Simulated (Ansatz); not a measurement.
Consider the interaction energy of a dimer with the counterpoise correction of CH4SSi, SMILES [SiH3]C=S (the Ansatz DFT code, driven from Python).

`ch4ssi_dimer.py`:
```python
# -*- coding: utf-8 -*-
import ansatz as az

BASIS_SET = "def2-SVP"
FUNCTIONAL = "pbe0"

FIRST = [
    ("Si", (-0.6296, 0.2332, -0.2258)),
    ("C", (1.0109, -0.3278, 0.2604)),
    ("S", (1.1277, -1.4078, 1.5041)),
    ("H", (-1.4826, -0.8197, -0.7018)),
    ("H", (-0.5542, 1.2238, -1.3906)),
    ("H", (-1.363, 1.022, 0.8627)),
    ("H", (1.8911, 0.0761, -0.3092)),
]
SECOND = [
    ("Si", (-1.5043, 1.0809, 3.4247)),
    ("C", (-2.9706, 0.5595, 2.5189)),
    ("S", (-3.7386, 1.6737, 1.5727)),
    ("H", (-0.4243, 1.5071, 2.5792)),
    ("H", (-0.9195, -0.0724, 4.2442)),
    ("H", (-1.7763, 2.1601, 4.4764)),
    ("H", (-3.3004, -0.5089, 2.6295)),
]

def energy(atoms, ghosts=()):
    molecule = az.Crystal.molecule()
    for symbol, xyz in atoms:
        molecule = molecule.atom(symbol, xyz)
    calc = (
        molecule.calculation()
        .basis(gaussian=BASIS_SET)
        .functional(FUNCTIONAL)
        .accuracy("medium")
    )
    deck = calc.input()
    if ghosts:
        deck = deck.set(az.key.basis.gaussian.ghost_atoms, [{"symbol": s, "position_ang": list(xyz)} for s, xyz in ghosts])
    return az.Session.from_dict(deck).plan().execute().report["free_energy_ev"]


def main():
    both = energy(FIRST + SECOND)
    alone = energy(FIRST) + energy(SECOND)
    ghosted = energy(FIRST, SECOND) + energy(SECOND, FIRST)
    print(f"dimer {both:.6f} eV")
    print(f"interaction, uncorrected   {(both - alone):8.3f} eV")
    print(f"interaction, counterpoise  {(both - ghosted):8.3f} eV")
    print(f"basis-set superposition    {(alone - ghosted):8.3f} eV")


if __name__ == "__main__":
    main()
```

How large is the interaction at this pose, and how much of it is basis-set superposition?

Uncorrected it is 0.303 eV, with the counterpoise correction 0.358 eV; the difference, 0.05 eV, is the superposition error. In this basis both values are repulsive.

The run itself:

```console
$ python ch4ssi_dimer.py
dimer -39596.716995 eV
interaction, uncorrected      0.303 eV
interaction, counterpoise     0.358 eV
basis-set superposition       0.054 eV
```

Caveats:
- The settings weren't tested for convergence.
- The dimer is a generated trial pose of unrelaxed monomers, not a minimum, so the figure is no binding energy, and the basis set is small.
- This level lacks the dispersion part of the attraction (electrostatics and induction are there), which can decide the sign where the interaction is weak.
- Timing: 17 s on 1 thread of Intel(R) Xeon(R) Processor @ 2.30GHz, with other jobs on the host, peak memory 0.44 GiB.
